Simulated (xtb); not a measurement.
**C2H9AsBN (SMILES CN(C)B[AsH2]): GFN2-xTB**

We compute charged excitations of C2H9AsBN. 

Program for the calculation: xtb 6.7.1.

4 further runs of the same task are left out: 4 set aside as unsound or not needed.

**1. The molecule**

C2H9AsBN: 14 atoms, total charge 0, spin state singlet. SMILES: `CN(C)B[AsH2]`. Geometry: optimised at GFN2-xTB. This is one conformer, not always the lowest.

Bond lengths: C1–N2 1.446 Å, N2–C3 1.447 Å, N2–B4 1.380 Å, B4–As5 2.028 Å, C1–H6 1.095 Å, C1–H7 1.090 Å, C1–H8 1.095 Å, C3–H9 1.095 Å, C3–H10 1.095 Å, C3–H11 1.086 Å, B4–H12 1.178 Å, As5–H13 1.503 Å, As5–H14 1.510 Å. Some angles: C1–N2–C3 111.0°, C1–N2–B4 125.3°, C3–N2–B4 123.7°, N2–B4–As5 123.3°, N2–C1–H6 110.4°, N2–C1–H7 110.4°, N2–C1–H8 110.6°, N2–C3–H9 110.5°, N2–C3–H10 110.5°, N2–C3–H11 110.1°.

**2. Ionisation and attachment energies at GFN2-xTB**

.CHRG

```
0
```

.UHF

```
0
```

geom.xyz

```xyz
14

C     -0.594827    -0.690535     1.088703
N      0.297040    -0.258600     0.036326
C      1.645517    -0.727872     0.273954
B     -0.068463     0.498855    -1.058260
As    -1.967340     1.127751    -1.392507
H     -0.596503    -1.783012     1.162490
H     -1.611243    -0.352225     0.887373
H     -0.274340    -0.286517     2.055103
H      1.668310    -1.821831     0.316173
H      2.022781    -0.343335     1.227148
H      2.303118    -0.393842    -0.523802
H      0.773859     0.732242    -1.848655
H     -1.539089     2.375826    -2.111361
H     -2.058839     1.923095    -0.112684
```

On the command line:

```bash
$ xtb geom.xyz --acc 1 --gfn2 --vipea > xtb.out 2> xtb.err
```

**Question.** What will come out? Wanted: total energy; dispersion energy; vertical ionisation energy; vertical electron affinity.

Computed results:

At GFN2-xTB:

| quantity | value |
| --- | --- |
| total energy | -15.40967 Eh |
| dispersion energy | -22.59 kJ/mol |
| vertical ionisation energy (program's own) | 7.75 eV |
| vertical electron affinity (program's own) | -2.90 eV |
